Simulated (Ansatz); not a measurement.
**H₇N₂OSiY: basis-set convergence**

The task here is to estimate one member of a computed series from the others.

Program: Ansatz 0.2.0, Gaussian basis. Level of theory: one geometry, several basis sets. These are calculated values, not measurements.

Plan: PBE0-D4/def2-SVP; ωB97M-V/def2-SVP; PBE0-D4/def2-QZVPP; ωB97M-V/def2-QZVPP; the functionals' def2-TZVPP values are taken from earlier runs.

## Structure used throughout

The geometry comes from an earlier relaxation with PBE0-D4 in a triple-zeta def2 set; it is a stationary point, not always the lowest conformer. Y takes the def2 core potential; no spin-orbit term is included.

SMILES `[NH2][Y]([NH2])[O][SiH3]`, 12 atoms, charge 0, spin multiplicity 1.

Atoms are counted from 1 here; the program's logs count them from 0.

Bond lengths: N1–Y2 2.146 Å, N1–H6 1.013 Å, N1–H7 1.014 Å, Y2–N3 2.145 Å, Y2–O4 2.068 Å, N3–H8 1.014 Å, N3–H9 1.013 Å, O4–Si5 1.620 Å, Si5–H10 1.492 Å, Si5–H11 1.492 Å, Si5–H12 1.492 Å. Angles: Y2–N1–H6 127.5°, Y2–N1–H7 126.6°, H6–N1–H7 106.0°, N1–Y2–N3 118.2°, N1–Y2–O4 120.9°, N3–Y2–O4 120.9°, Y2–N3–H8 126.7°, Y2–N3–H9 127.4°, H8–N3–H9 106.0°, Y2–O4–Si5 179.6°, O4–Si5–H10 111.4°, O4–Si5–H11 111.3°, O4–Si5–H12 111.1°, H10–Si5–H11 107.6°, H10–Si5–H12 107.6°, H11–Si5–H12 107.7°.

Set-up of the first run:

The input, in.yaml:

```yaml
crystal:
  periodic: [false, false, false]
  atoms:
    - {symbol: N, position_ang: [0.519772, 1.978593, 1.774957]}
    - {symbol: Y, position_ang: [-0.460635, 0.560439, 0.497885]}
    - {symbol: N, position_ang: [-2.605620, 0.550198, 0.454782]}
    - {symbol: O, position_ang: [0.630664, -0.757717, -0.662580]}
    - {symbol: Si, position_ang: [1.477309, -1.791454, -1.578733]}
    - {symbol: H, position_ang: [1.516630, 2.106462, 1.903187]}
    - {symbol: H, position_ang: [0.071477, 2.661155, 2.375607]}
    - {symbol: H, position_ang: [-3.224407, 1.155055, 0.982833]}
    - {symbol: H, position_ang: [-3.206831, -0.054042, -0.092963]}
    - {symbol: H, position_ang: [0.606045, -2.871488, -2.127781]}
    - {symbol: H, position_ang: [2.564293, -2.445546, -0.793006]}
    - {symbol: H, position_ang: [2.111293, -1.091655, -2.734188]}
basis:
  gaussian: {orbitals: def2-SVP}
hamiltonian: {xc: pbe0, dispersion: d4}
output: {orbitals: {seedname: orbitals}}
```

Command:

```bash
$ ansatz run in.yaml --threads 4 --pin off --events-out ev --progress --plain --max-ram 11315MiB
```

Among the steps run: PBE0-D4 in def2-SVP; ωB97M-V in def2-SVP; PBE0-D4 in def2-QZVPP; ωB97M-V in def2-QZVPP.

One table of the session follows, with a row left open; its other results are not shown here.

It belongs to the step «Functionals by basis». 

| functional | basis | HOMO (eV) | LUMO (eV) |
| --- | --- | --- | --- |
| PBE0-D4 | def2-SVP | -6.51 | -1.39 |
| PBE0-D4 | def2-TZVPP | -6.71 | -1.49 |
| PBE0-D4 | def2-QZVPP | -6.75 | -1.51 |
| ωB97M-V | def2-SVP | -8.86 | -0.08 |
| ωB97M-V | def2-TZVPP | ? | ? |
| ωB97M-V | def2-QZVPP | -9.13 | -0.36 |

Estimate the missing values for ωB97M-V, def2-TZVPP.

**Answer.** HOMO (eV): -9.08; LUMO (eV): -0.25. In the column «HOMO (eV)» it lies between ωB97M-V, def2-QZVPP (-9.13) and ωB97M-V, def2-SVP (-8.86).
